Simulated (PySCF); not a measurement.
**SnCl₃: doublet, from a trigonal pyramidal start**

The task is one start of a wider search on SnCl₃: the doublet, from a trigonal pyramidal start. It is relaxed, tested by its Hessian and followed downhill if it is a saddle.

Computed with PySCF 2.14.0. Level: PBE0, basis Sn def2-SVP with ECP28, Cl def2-SVP, scalar-relativistic core potentials, no spin–orbit coupling, density fitting.

## Step 1: Starting geometry

4 atoms, charge 0, spin multiplicity 2.

Bond lengths: Sn1–Cl2 2.390 Å, Sn1–Cl3 2.390 Å, Sn1–Cl4 2.390 Å. Angles: Cl2–Sn1–Cl3 99.8°, Cl2–Sn1–Cl4 99.8°, Cl3–Sn1–Cl4 99.8°.

```xyz
4
charge 0 multiplicity 2
Sn    0.0000    0.0000    0.0000
Cl    2.1102    0.0000    1.1220
Cl   -1.0551    1.8275    1.1220
Cl   -1.0551   -1.8275    1.1220
```

## Step 2: The SCF at the typed geometry

One driver script runs all steps and calls PySCF; scf.py shows how it sets up the SCF of each step. The optimiser is the driver's own. After this first run the driver tries any further starts and a stability analysis.

scf.py

```python
from pyscf import gto, scf, dft
mol = gto.M(atom='''
Sn     0.000000     0.000000     0.000000
Cl     2.110200     0.000000     1.122000
Cl    -1.055100     1.827500     1.122000
Cl    -1.055100    -1.827500     1.122000''',
    basis={'Sn': 'def2-SVP', 'Cl': 'def2-SVP'},
    ecp={'Sn': 'def2-SVP'},
    charge=0, spin=1)
mf = dft.UKS(mol, xc='PBE0')
mf.grids.atom_grid = (50, 194)
aux = {'Sn': 'def2-universal-JKFIT', 'Cl': 'def2-universal-JKFIT'}
mf = mf.density_fit(auxbasis=aux)
mf.conv_tol = 1e-08
mf.diis_space = 10
mf.max_cycle = 60
mf.init_guess = 'minao'
mf.verbose = 4
mf.kernel()
```

Command:

```sh
$ OMP_NUM_THREADS=2 python axn.py task.json out
```

Log:

```text
init E= -1571.5010176314
[... the frontier-level lines of each cycle are left out ...]
cycle= 1 E= -1592.16144403534  delta_E= -20.7  |g|= 1.95  |ddm|= 5.18
cycle= 2 E= -1591.4068563854  delta_E= 0.755  |g|=  2.5  |ddm|= 5.26
cycle= 3 E= -1594.07910610966  delta_E= -2.67  |g|= 0.216  |ddm|= 2.83
cycle= 4 E= -1594.11103678159  delta_E= -0.0319  |g|= 0.137  |ddm|= 0.664
cycle= 5 E= -1594.12463319269  delta_E= -0.0136  |g|= 0.0159  |ddm|= 0.197
cycle= 6 E= -1594.12479973067  delta_E= -0.000167  |g|= 0.004  |ddm|= 0.0303
cycle= 7 E= -1594.12482135383  delta_E= -2.16e-05  |g|= 0.00145  |ddm|= 0.0107
cycle= 8 E= -1594.1248239367  delta_E= -2.58e-06  |g|= 0.000454  |ddm|= 0.00329
cycle= 9 E= -1594.12482442396  delta_E= -4.87e-07  |g|= 0.000135  |ddm|= 0.00215
cycle= 10 E= -1594.12482445187  delta_E= -2.79e-08  |g|= 3.36e-05  |ddm|= 0.000496
cycle= 11 E= -1594.12482445311  delta_E= -1.24e-09  |g|= 1.58e-05  |ddm|= 0.000108
Extra cycle  E= -1594.12482445303  delta_E= 8.14e-11  |g|= 2.09e-05  |ddm|= 5.6e-05
converged SCF energy = -1594.12482445303  <S^2> = 0.75477979  2S+1 = 2.0047741
```

This step, with its further starts and checks, needed 5.6 s of wall time on 2 threads of Arm Neoverse V2, shared host.

No lower solution of this spin turned up in the test of internal stability.

## Step 3: Relaxation: trigonal pyramidal start, doublet

The program finds C3v symmetry in the start, which this walk keeps.

Changes to scf.py since step 2:

```diff
@@ -3,4 +3,4 @@
-Sn     0.000000     0.000000     0.000000
-Cl     2.110200     0.000000     1.122000
-Cl    -1.055100     1.827500     1.122000
-Cl    -1.055100    -1.827500     1.122000''',
+Sn     0.000000    -0.000000    -0.523579
+Cl     2.110208    -0.000000     0.598421
+Cl    -1.055104     1.827493     0.598421
+Cl    -1.055104    -1.827493     0.598421''',
@@ -17 +16,0 @@
-mf.init_guess = 'minao'
```

The optimiser's trace:

```
step   energy (Eh)  change (kJ/mol)  largest symmetric gradient (Eh/bohr)
   0  -1594.124824             0.00                               0.02483
   1  -1594.129490           -12.25                               0.00635
   2  -1594.130130           -13.93                               0.00088
   3  -1594.130153           -13.99                               0.00005
```

The walk took 9.9 s.

Positions (Å) and forces (eV/Å) along the way:

```
step 0
Sn   0.000   0.000  -0.524   0.015   0.000   1.277
Cl   2.110   0.000   0.598  -0.117   0.000  -0.433
Cl  -1.055   1.827   0.598   0.051  -0.090  -0.422
Cl  -1.055  -1.827   0.598   0.051   0.090  -0.422
step 1
Sn   0.000   0.000  -0.399  -0.011   0.000   0.327
Cl   2.161   0.000   0.557   0.049   0.000  -0.117
Cl  -1.081   1.872   0.557  -0.019   0.043  -0.105
Cl  -1.081  -1.872   0.557  -0.019  -0.043  -0.105
step 2
Sn   0.000   0.000  -0.339  -0.024   0.000   0.045
Cl   2.193   0.000   0.537   0.031   0.000  -0.020
Cl  -1.097   1.899   0.537  -0.004   0.018  -0.013
Cl  -1.097  -1.899   0.537  -0.004  -0.018  -0.013
step 3
Sn   0.000   0.000  -0.326  -0.026   0.000   0.003
Cl   2.201   0.000   0.533   0.013   0.000  -0.005
Cl  -1.101   1.906   0.533   0.006   0.001   0.001
Cl  -1.101  -1.906   0.533   0.006  -0.001   0.001
```

After 3 steps and 14.0 kJ/mol it ends at C3v: Sn–Cl 2.363 Å (×3); Cl–Sn–Cl 107.6° (×3).

## Step 4: Hessian and properties

The point is checked on the finer grid, and tightened if its gradient asks for it. The Hessian and the dipole derivatives come from central differences of analytic gradients, with steps of 0.02 bohr.

Changes to scf.py since step 3:

```diff
@@ -3,4 +3,4 @@
-Sn     0.000000    -0.000000    -0.523579
-Cl     2.110208    -0.000000     0.598421
-Cl    -1.055104     1.827493     0.598421
-Cl    -1.055104    -1.827493     0.598421''',
+Sn    -0.000000    -0.000000    -0.393424
+Cl     2.204609    -0.000000     0.455555
+Cl    -1.102305     1.909248     0.455555
+Cl    -1.102305    -1.909248     0.455555''',
@@ -11 +11 @@
-mf.grids.atom_grid = (50, 194)
+mf.grids.atom_grid = (75, 302)
@@ -14 +14 @@
-mf.conv_tol = 1e-08
+mf.conv_tol = 1e-10
```

This SCF starts from the last density.

Log of the central SCF (cycles and frontier levels):

```text
init E= -1594.13012563261
[... the frontier-level lines of each cycle are left out ...]
cycle= 1 E= -1594.13012563262  delta_E= -4.55e-12  |g|= 1.66e-06  |ddm|= 4.09e-06
Extra cycle  E= -1594.13012563262  delta_E= 3.18e-12  |g|= 2.27e-06  |ddm|= 5.45e-06
converged SCF energy = -1594.13012563262  <S^2> = 0.75416855  2S+1 = 2.0041642
```

The whole step took 39 s.

Geometry: C3v; Sn–Cl 2.362 Å (×3); Cl–Sn–Cl 107.8° (×3).

Modes, for the most abundant isotopes:

```tsv
symmetry	ω (cm⁻¹)	IR (km/mol)	μ (u)	type
e	97	5.5	38.14	bend
a1	115	6.9	46.41	bend
a1	342	10.2	38.18	stretch
e	371	122	43.83	stretch
```

No imaginary mode, so this is a minimum.

Properties at this point:

```yaml
Dipole_moment: 2.15 D
Highest_occupied_level: -7.70 eV
Lowest_empty_level: -5.12 eV
Rotational_constants: 0.05709, 0.05709, 0.03306 cm⁻¹
Zero-point_energy: 8.3 kJ/mol
Principal_polarisabilities: 45.1, 74.0, 74.0 bohr³
Atomisation_energy_without_zero-point_energy: 946 kJ/mol
Principal_traceless_quadrupole_moments_about_the_centre_of_mass: -3.08, -3.08, 6.16 D Å
Entropy_at_298.15_K_and_1_bar_electronic_part_spin_only: 351.5 J/(mol K)
Heat_capacity_Cp_at_298.15_K: 77.2 J/(mol K)
Enthalpy_at_298.15_K_above_0_K: 18.41 kJ/mol
Rotational_symmetry_number: 3
Spin_squared_⟨S²⟩: 0.754
```

Populations by atom (charges in e):

```json
{"atom": "Sn1", "Mulliken": "0.76", "Löwdin": "0.21", "polar tensor": "1.47", "spin (Mulliken)": "0.51", "Mayer order to Sn1": "–"}
{"atom": "Cl2,3,4", "Mulliken": "-0.25", "Löwdin": "-0.07", "polar tensor": "-0.49", "spin (Mulliken)": "0.16", "Mayer order to Sn1": "1.02"}
```

Outer orbital energies (eV). α occupied: -11.30, -10.23, -9.65, -9.65, -9.38, -9.38, -9.23, -7.70; empty: -1.40, -0.62, -0.62, 3.52. β occupied: -10.88, -10.88, -9.96, -9.47, -9.47, -9.29, -9.29, -9.15; empty: -5.12, -1.09, -0.08, -0.08.

Mulliken populations on Sn1 (outside its core potential): s 3.46, p 7.52, d 10.26.

## Step 5: Fields at the lowest minimum

The plane holds Sn1 at (0.00, 0.00), Cl2 at (2.36, 0.00), Cl3 at (-0.72, 2.25) Å. Columns run from x = -2.85 to 4.65 Å, rows from y = 4.65 (top) to -1.95 Å, in steps of 0.3 Å. Electrons inside core potentials are absent.

Density (cut at 5 e/Å³):

Ten steps from '0' (0.000 e/Å³) to '9' (5.000 e/Å³), finer at the low end (step k begins (100^(k/10) - 1)/99 of the way up):
```
00000000000000000000000000
00000000000000000000000000
00000000000000000000000000
00000111110000000000000000
00001233322100000000000000
00012455543210000000000000
00124677764310000000000000
00135789975320000000000000
00135799976421000000000000
00135789975321000000000000
00124677765321011111000000
00023456654321122222100000
00012344554432234444210000
00001234677643456776421000
00001246999964567887531000
00001247999975578998642000
00001247999975578998642000
00001246999964567887531000
00001234677643456776421000
00000123444332234444210000
00000012222211122222100000
00000001111100001111000000
00000000000000000000000000
```

ELF (0 where the density is under 0.005 e/Å³):

Ten even steps from '0' (0.00) to '9' (0.99):
```
00000000000000000000000000
00000000000000000000000000
00000112221000000000000000
00012334443200000000000000
00134566766530000000000000
01356788887642000000000000
02468875798763000000000000
03678806079863000000000000
04689749748752000000000000
03678806168640000222100000
02578874687520013555320000
01356777764310136776541000
00123454211111368888753100
00001221133212578899864200
00001222577522685117874200
00002223711731670881874200
00012323711731670881874200
00013332577522685117874200
00002432233222578899864200
00001343322222367888753100
00000134433321246776542000
00000012333210024555320000
00000000111100001222100000
```

Electrostatic potential (cut at 20 V):

Ten steps from '0' (-0.39 V) to '9' (20.00 V), finer at the low end (step k begins (100^(k/10) - 1)/99 of the way up):
```
11111111111111111111111111
11111221111111111111111111
11112222211001111111111111
11122334321000111111111111
11123566543100011111111111
11135789875200011111111111
10246999997410011111111111
10258999998521111111111111
10258999999632211100001111
11258999998643321000001111
11246999998654432100000111
22245789988766544433211111
33345678999987666776432111
33445789999998789998753211
34456799999999899999864221
34456799999999999999974321
34456799999999999999974321
34456799999999899999864221
34456789999998789998753211
34445678999987666776432111
33445567777776544433211111
33344556666665443211001111
33334445555554432211011111
```

Making the fields took 1.9 s.

## Step 6: Outcome

```
                                          quantity                                     value
                                           minimum                              doublet, C3v
                                          geometry  Sn–Cl 2.362 Å (×3); Cl–Sn–Cl 107.8° (×3)
                                wavenumbers (cm⁻¹)       97 (e), 115 (a1), 342 (a1), 371 (e)
                                     dipole moment                                    2.15 D
highest occupied, lowest empty level (either spin)                           -7.70, -5.12 eV
                        polar-tensor charge of Sn1                                   +1.47 e
                                 zero-point energy                                8.3 kJ/mol
                               entropy at 298.15 K                           351.5 J/(mol K)
         atomisation energy (no zero-point energy)                                946 kJ/mol
                                              ⟨S²⟩                                     0.754
```

What this shows: The molecule stays C3v, as typed, and the end point is a minimum. In the infrared the band at 371 cm⁻¹ (e, stretch) leads. Most of the spin sits on Sn1 (Mulliken spin 0.51, against 1 for the whole molecule). Only this shape and spin were tried, so other structures or states may lie lower. Spin–orbit coupling, left out here, can matter for elements this heavy.

The search up to here needed 55 s of wall time on 2 threads of Arm Neoverse V2, shared host.
